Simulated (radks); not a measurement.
# Excited configurations of Xe³⁺

An exercise on one series of results from a longer session: the logs are not shown, and one member is left open.

Method: Dirac Kohn-Sham, BLYP, spin-unpolarised, spherical densities, finite nucleus; open shells fill j = l - 1/2 first. Code: radks (a radial shooting solver on a logarithmic mesh, Libxc functionals) version 1.

### Starting point

```
element            : xenon (Z = 54)
charge             : +3
electrons          : 51
configuration      : [Kr] 4d10 5s2 5p3
nuclear rms radius : 4.7859 fm
```

Set-up of the first run:

Settings of this run:

```text
Z 54
configuration [Kr] 4d10 5s2 5p3
relativity Dirac
functional b88,lyp
spin unpolarised
j_filling energy
nucleus finite rms 4.7859 fm
c 137.035999084
```

Among the steps run: Ground configuration: [Kr] 4d10 5s2 5p3.

One table of the session follows, with a row left open; its other results are not shown here.

It belongs to the step «Ground configuration: [Kr] 4d10 5s2 5p3». Radial moments (bohr):

| level | <r> | outermost maximum (interpolated) | 90 % within | nodes |
| --- | --- | --- | --- | --- |
| 4s1/2 | 0.7163 | 0.661 | 1.03 | 3 |
| 4p1/2 | 0.7452 | 0.677 | 1.09 | 2 |
| 4p3/2 | 0.7730 | 0.701 | 1.13 | 2 |
| 4d3/2 | ? | ? | ? | ? |
| 4d5/2 | 0.8776 | 0.751 | 1.33 | 1 |
| 5s1/2 | 1.749 | 1.58 | 2.51 | 4 |
| 5p1/2 | 1.969 | 1.75 | 2.85 | 3 |
| 5p3/2 | 2.040 | 1.82 | 2.95 | 3 |

Q: Estimate the row for 4d3/2 from the others.

As computed: <r>: 0.8670; outermost maximum (interpolated): 0.743; 90 % within: 1.32; nodes: 1. In the column «<r>» it lies between 4p3/2 (0.7730) and 4d5/2 (0.8776).

Limits of these values: Spin polarisation and multiplet splitting are left out, so open shells lie too high by an amount that depends on their filling.
